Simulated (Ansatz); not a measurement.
# AlCl2H3O: the cost of one run

All numbers below are computed with Ansatz 0.2.0 (RKS r2SCAN-D4/def2-mTZVP).

## Step 1: The starting structure

Bond lengths: Al1–Cl3 2.230 Å, Al1–Cl4 2.230 Å, Al1–O5 2.080 Å, O5–H6 1.010 Å. Angles: Cl3–Al1–Cl4 120.0°, Cl3–Al1–O5 97.0°, Cl4–Al1–O5 101.2°, Al1–O5–H6 109.5°.

As a file:

```xyz
7

Al    0.0000    0.0000    0.0000
H     0.0000    0.0000    1.9100
Cl    1.9312    0.0000   -1.1150
Cl   -1.9312    0.0000   -1.1150
O     0.0869   -1.9720    0.6559
H    -0.4595   -2.5566    0.0397
H     0.0439   -0.9965    1.8084
```

## Step 2: A restrained relaxation towards end A

Springs on the bonds that form and break draw the guess towards this end; the thresholds are loose.

The input, input.yaml:

```yaml
crystal:
  periodic: [false, false, false]
  atoms:
    - { symbol: Al, position_ang: [0.0, 0.0, 0.0] }
    - { symbol: H, position_ang: [0.0, 0.0, 1.91] }
    - { symbol: Cl, position_ang: [1.9312, 0.0, -1.115] }
    - { symbol: Cl, position_ang: [-1.9312, 0.0, -1.115] }
    - { symbol: O, position_ang: [0.0869, -1.972, 0.6559] }
    - { symbol: H, position_ang: [-0.4595, -2.5566, 0.0397] }
    - { symbol: H, position_ang: [0.0439, -0.9965, 1.8084] }
basis:
  gaussian: { orbitals: def2-mTZVP }
hamiltonian:
  xc: r2scan
  dispersion: d4
relax:
  f_tol: 0.15
  max_steps: 25
  restrain:
    - { distance: [0, 4], at: 2.98, k: 30.0 }
    - { distance: [6, 1], at: 1.86, k: 30.0 }
    - { distance: [0, 1], at: 1.56, k: 30.0 }
    - { distance: [6, 4], at: 1.01, k: 30.0 }
```

Command:

```sh
$ ansatz run input.yaml --threads 4 --pin off --max-ram 5120MiB --backend cpu --events-out ev --progress --plain --runs-dir out
```

Q: Estimate wall time and peak memory on 4 threads of Intel Xeon Platinum 8259CL at 2.50GHz (Skylake/Cascade Lake), shared host.

About 15 s, with a peak of 0.19 GiB.
